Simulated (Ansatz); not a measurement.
Here is an Ansatz input file for C3H7AlO2, SMILES OC1C[C]1(O)[AlH2]. Write the same calculation for the Python package.

```yaml
crystal:
  periodic: [false, false, false]
  atoms:
    - { symbol: O, position_ang: [0.6162, -1.3186, -1.6915] }
    - { symbol: C, position_ang: [0.6879, -0.7114, -0.4302] }
    - { symbol: C, position_ang: [0.8243, 0.8043, -0.469] }
    - { symbol: C, position_ang: [-0.4005, 0.1988, -0.042] }
    - { symbol: O, position_ang: [-1.4516, 0.3384, -1.0438] }
    - { symbol: Al, position_ang: [-0.9782, 0.4132, 1.8917] }
    - { symbol: H, position_ang: [1.5168, -1.5203, -1.9643] }
    - { symbol: H, position_ang: [1.2461, -1.2588, 0.3691] }
    - { symbol: H, position_ang: [0.8876, 1.2605, -1.4332] }
    - { symbol: H, position_ang: [1.5007, 1.1865, 0.3905] }
    - { symbol: H, position_ang: [-2.079, -0.4229, -0.8897] }
    - { symbol: H, position_ang: [-1.1509, -0.8879, 2.826] }
    - { symbol: H, position_ang: [-1.199, 1.8835, 2.5012] }
basis:
  gaussian: { orbitals: def2-SVP }
hamiltonian:
  xc: pbe0
output:
  forces: true
```

The program run on that file:
```console
$ ansatz run input.yaml --threads 1 --pin off --max-ram 4096MiB --backend cpu --events-out ev --progress --plain --runs-dir out
Engine: ansatz 0.2.0, aarch64-unknown-linux-gnu
Functional definition: PBE0
  parameter a = 0.25
  parameter kappa = 0.804
  parameter beta = 0.06672455060314922
  exchange = (1 - a)*pbe_x(kappa = kappa, mu = beta*pi^2/3) + a*exact_x
  correlation = pbe_c(beta = beta)
1216 factors; integrals over basis functions are off by at most 1.4e-3 eV
mean field evaluation 1: about -13886.8191 eV, gradient 5.9e1 eV
mean field evaluation 2: about -13877.8938 eV, gradient 8.7e1 eV
mean field evaluation 4: about -13894.2894 eV, gradient 5.4e0 eV
mean field evaluation 8: about -13894.6475 eV, gradient 4.9e-1 eV
mean field evaluation 16: about -13894.6480 eV, gradient 3.8e-4 eV
mean field -13894.64796821 eV, -510.6188947009 hartree, gradient 7.3e-5 eV, S^2 0.000000; 0 other end points of the search recorded, 0 dependent functions left out
the calculation of the forces begins
reference -13894.64799961 eV, -510.6188958548 hartree; 27, 27 occupied and 96, 96 virtual orbitals, 1216 factors
Total energy: -13894.64799961 eV, -510.6188958548 hartree
Atom 0 at     0.616200    -1.318600    -1.691500 Å, force    -0.309762    -0.313530     0.823384 eV/Å
Atom 1 at     0.687900    -0.711400    -0.430200 Å, force     1.387913    -0.119490    -1.089727 eV/Å
Atom 2 at     0.824300     0.804300    -0.469000 Å, force     3.308427     0.246989     2.596846 eV/Å
Atom 3 at    -0.400500     0.198800    -0.042000 Å, force    -4.012730    -0.428393     0.231402 eV/Å
Atom 4 at    -1.451600     0.338400    -1.043800 Å, force    -0.392494    -1.174299     1.409800 eV/Å
Atom 5 at    -0.978200     0.413200     1.891700 Å, force     0.062952    -0.023535    -0.416797 eV/Å
Atom 6 at     1.516800    -1.520300    -1.964300 Å, force    -0.003399     0.098587     0.024001 eV/Å
Atom 7 at     1.246100    -1.258800     0.369100 Å, force    -0.345304     0.106222    -0.498224 eV/Å
Atom 8 at     0.887600     1.260500    -1.433200 Å, force     0.071700     0.436771    -0.772993 eV/Å
Atom 9 at     1.500700     1.186500     0.390500 Å, force    -0.898505     0.044394    -1.642402 eV/Å
Atom 10 at    -2.079000    -0.422900    -0.889700 Å, force     1.101374     1.148382    -0.423096 eV/Å
Atom 11 at    -1.150900    -0.887900     2.826000 Å, force     0.007542     0.177806    -0.131126 eV/Å
Atom 12 at    -1.199000     1.883500     2.501200 Å, force     0.022285    -0.199903    -0.111068 eV/Å
Dipole moment:     0.274368    -0.207564     0.185429 e Å
```

`c3h7alo2.py`:
```python
# -*- coding: utf-8 -*-
"""Single point of C3H7AlO2 in a Gaussian basis."""

import argparse
import json
import logging
import sys

import ansatz as az
from ase import Atoms
import numpy as np

logging.basicConfig(stream=sys.stdout, format="%(levelname)s %(message)s")
logger = logging.getLogger("calc")
logger.setLevel(logging.INFO)

parser = argparse.ArgumentParser(description="Single point of C3H7AlO2 in a Gaussian basis.")
parser.add_argument("--basis-set", default="def2-SVP", help="Gaussian basis set")
parser.add_argument("--xc", required=True, help="exchange-correlation functional")
args = parser.parse_args()

atoms = Atoms(["O", "C", "C", "C", "O", "Al", "H", "H", "H", "H", "H", "H", "H"], positions=[
    [0.6162, -1.3186, -1.6915],
    [0.6879, -0.7114, -0.4302],
    [0.8243, 0.8043, -0.469],
    [-0.4005, 0.1988, -0.042],
    [-1.4516, 0.3384, -1.0438],
    [-0.9782, 0.4132, 1.8917],
    [1.5168, -1.5203, -1.9643],
    [1.2461, -1.2588, 0.3691],
    [0.8876, 1.2605, -1.4332],
    [1.5007, 1.1865, 0.3905],
    [-2.079, -0.4229, -0.8897],
    [-1.1509, -0.8879, 2.826],
    [-1.199, 1.8835, 2.5012],
])
geometry = az.Crystal.molecule_from_ase(atoms)

model = (
    geometry.calculation()
    .basis(gaussian=args.basis_set)
    .functional(args.xc)
    .forces()
)
r = model.session().plan(threads=1).execute().report

logger.info("reference energy %16.6f eV" % r["reference_energy_ev"])
logger.info("total energy     %16.6f eV" % r["free_energy_ev"])
print("occupied orbitals outside the frozen core (up, down):", r["n_occupied"], " frozen:", r["n_frozen"], " virtual:", r["n_virtual"])

symbols = [site.symbol for site in geometry.cartesian_sites]
logger.info("forces (eV/A)")
for symbol, f in zip(symbols, r["forces_ev_ang"]):
    logger.info(f"  {symbol:2s} {f[0]:9.4f} {f[1]:9.4f} {f[2]:9.4f}")

charges = r["charge_distribution"]
dipole = np.array(charges["dipole_moment_e_ang"]) * 4.803205
logger.info("dipole (D): {:.3f} {:.3f} {:.3f}, length {:.3f}".format(*dipole, np.linalg.norm(dipole)))
logger.info("atom  Mulliken   Lowdin")
for symbol, m, l in zip(symbols, charges["mulliken_charges_e"], charges["lowdin_charges_e"]):
    logger.info(f"{symbol:4s} {m:9.3f} {l:8.3f}")
with open("c3h7alo2.json", "w") as handle:
    json.dump({k: r[k] for k in ("free_energy_ev", "reference_energy_ev", "n_occupied", "n_virtual")}, handle, indent=1)
```

```console
$ python c3h7alo2.py --xc pbe0
INFO reference energy    -13894.648000 eV
INFO total energy        -13894.648000 eV
occupied orbitals outside the frozen core (up, down): [27, 27]  frozen: 0  virtual: [96, 96]
INFO forces (eV/A)
INFO   O    -0.3098   -0.3135    0.8234
INFO   C     1.3879   -0.1195   -1.0897
INFO   C     3.3084    0.2470    2.5968
INFO   C    -4.0127   -0.4284    0.2314
INFO   O    -0.3925   -1.1743    1.4098
INFO   Al    0.0630   -0.0235   -0.4168
INFO   H    -0.0034    0.0986    0.0240
INFO   H    -0.3453    0.1062   -0.4982
INFO   H     0.0717    0.4368   -0.7730
INFO   H    -0.8985    0.0444   -1.6424
INFO   H     1.1014    1.1484   -0.4231
INFO   H     0.0075    0.1778   -0.1311
INFO   H     0.0223   -0.1999   -0.1111
INFO dipole (D): 1.318 -0.997 0.891, length 1.877
INFO atom  Mulliken   Lowdin
INFO O       -0.284    0.126
INFO C        0.041   -0.115
INFO C       -0.064   -0.061
INFO C       -0.191   -0.230
INFO O       -0.327    0.089
INFO Al       0.625    0.368
INFO H        0.177   -0.019
INFO H        0.044    0.011
INFO H        0.069    0.021
INFO H        0.057    0.044
INFO H        0.189    0.013
INFO H       -0.173   -0.127
INFO H       -0.165   -0.121
```

What to keep in mind:
- Total energies depend on the basis set; only differences at equal settings carry meaning.
- The geometry is a force-field or estimated start, not a minimum of this method, and the basis set is short of its limit.
- The Löwdin charges here are taken after orthogonalising the functions within each atom; they differ from plain Löwdin charges, and their signs can be unphysical.
- Run time: 6 s on 1 thread of Arm Neoverse V2, on a shared host, peak memory 0.34 GiB.

(Lines on the test bed's own set-up are left out of the output.)
